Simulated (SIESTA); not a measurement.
Here is a SIESTA 5.4.2 calculation.

The input ErSi2Ni2.fdf:

```
SystemName                      ErSi2Ni2
SystemLabel                     ErSi2Ni2
NumberOfSpecies                 3
NumberOfAtoms                   5
%block ChemicalSpeciesLabel
  1  68 Er
  2  28 Ni
  3  14 Si
%endblock ChemicalSpeciesLabel

LatticeConstant                 1.0 Ang
%block LatticeVectors
    -1.9715500000     1.9715500000     4.7715000000
     1.9715500000    -1.9715500000     4.7715000000
     1.9715500000     1.9715500000    -4.7715000000
%endblock LatticeVectors
AtomicCoordinatesFormat         Fractional
%block AtomicCoordinatesAndAtomicSpecies
     0.0000000000     0.0000000000     0.0000000000  1  Er
     0.2500000000     0.7500000000     0.5000000000  2  Ni
     0.7500000000     0.2500000000     0.5000000000  2  Ni
     0.6255000000     0.6255000000     0.0000000000  3  Si
     0.3745000000     0.3745000000     0.0000000000  3  Si
%endblock AtomicCoordinatesAndAtomicSpecies

%block kgrid.MonkhorstPack
   10   0   0  0.0
    0  10   0  0.0
    0   0  10  0.0
%endblock kgrid.MonkhorstPack
XC.Functional                   GGA
XC.Authors                      PBEsol
PAO.BasisSize                   DZP
PAO.EnergyShift                 0.003 Ry
Mesh.Cutoff                     800 Ry
Spin                            polarized
%block DM.InitSpin
    1   3.000
    2   1.000
    3   1.000
    4   0.000
    5   0.000
%endblock DM.InitSpin
OccupationFunction              FD
ElectronicTemperature           0.05 eV
MaxSCFIterations                200
SCF.MustConverge                false
SCF.Mixer.Method                Pulay
SCF.Mixer.Weight                0.1
SCF.Mixer.History               10
SCF.DM.Tolerance                5.0e-05
SCF.H.Tolerance                 1.0e-03 eV
WriteForces                     true
Charge.Mulliken                 end
Charge.Hirshfeld                end
Charge.Voronoi                  end
SaveRho                         true
SaveElectrostaticPotential      true
%block SyntheticAtoms
  1
  6 6 5 5
  2.0 0.0 1.0 0.0
%endblock SyntheticAtoms
%block PAO.Basis
  Er 5
  n=5 0 2
    3.497 0.000
  n=6 0 2
    8.378 0.000
  n=5 1 2
    4.240 0.000
  n=6 1 1
    8.378
  n=5 2 2
    8.686 0.000
  Ni 5
  n=3 0 2
    2.437 0.000
  n=4 0 2
    7.067 0.000
  n=3 1 2
    2.721 0.000
  n=4 1 1
    7.067
  n=3 2 2
    4.466 0.000
%endblock PAO.Basis
```

Potentials or basis: PseudoDojo 0.4 standard with PseudoDojo 3+ lanthanides (4f in the core) (PBE and PBEsol files), DZP (energy shift 0.003 Ry; two zetas on semicore shells).

Launch:

```sh
$ siesta ErSi2Ni2.fdf > ErSi2Ni2.out 2>&1
```

Question: What does it give for the Hirshfeld charges?

Answer: Er +0.34; Ni +0.00; Si -0.17 e.

Question: What does it give for the largest force?

Answer: 0.156 eV/Å.

Question: Predict the band gap on the k mesh.

Answer: None (metal or under the smearing width).

Stress tensor (GPa, compression positive):
```
-5.51  0.01 -0.02
 0.01 -5.51 -0.02
-0.02 -0.02 -4.66
```

Caveat: the magnetic or orbital state may not be the lowest; the potentials were made for another functional, which shifts forces and pressure; short orbitals over semicore shells can move pressures by several GPa; spin-orbit coupling is left out, which moves the levels of the heavy elements; the 4f electrons are frozen in the core as for a trivalent ion, so they carry no moment and show no levels; the basis of atomic orbitals isn't converged, which shifts pressures, moduli and gaps. The state reached can hang on the start; a lower one may exist.
